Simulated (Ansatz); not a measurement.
# The germanium atom (triplet): the correlation ladder, cc-pVTZ

An exercise on one series of results from a longer session: the logs are not shown, and one member is left open.

The runs use Ansatz 0.2.0, Gaussian basis; cc-pVTZ, core rule «outside noble gas», up to 14 orbitals frozen.

The runs, in order: UHF; CCSD(T) on ROHF; Full CI.

**The atom**

A free atom, in its lowest state of this spin that the program finds. No spin-orbit coupling is included. The filled d shell of Ge may be among the frozen orbitals whatever the setting's name suggests; the logs give the count.

1 atom, charge 0, spin multiplicity 3.

Set-up of the first run:

File in.yaml:

```yaml
crystal:
  periodic: [false, false, false]
  atoms:
    - {symbol: Ge, position_ang: [0.000000, 0.000000, 0.000000]}
basis:
  gaussian: {orbitals: cc-pVTZ}
magnetization: {spin_polarized: true, initial_magnetization: 2}
hamiltonian: {xc: hf}
output: {orbitals: {seedname: orbitals}}
```

The run is started by

```bash
$ ansatz run in.yaml --threads 1 --pin off --events-out ev --progress --plain --max-ram 2393MiB
```

Steps of the session up to this table: UHF; CCSD(T) on ROHF; Full CI.

One of the session's tables, all rows but one given; the rest of the session is left out.

| method | from FCI (kJ/mol) |
| --- | --- |
| ROHF | ? |
| UHF | +176.0 |
| RMP2 | +45.1 |
| RCCSD | +6.6 |
| RCCSD(T) | +1.4 |
| FCI | 0 |

Q: Estimate the row for ROHF from the others.

The run gave: from FCI (kJ/mol): +186.0. In the column «from FCI (kJ/mol)» it is the highest.

Caveats from the session: Levels on UHF freeze UHF's core orbitals, full CI those of ROHF, so the U rows can settle a little off it for that reason alone.
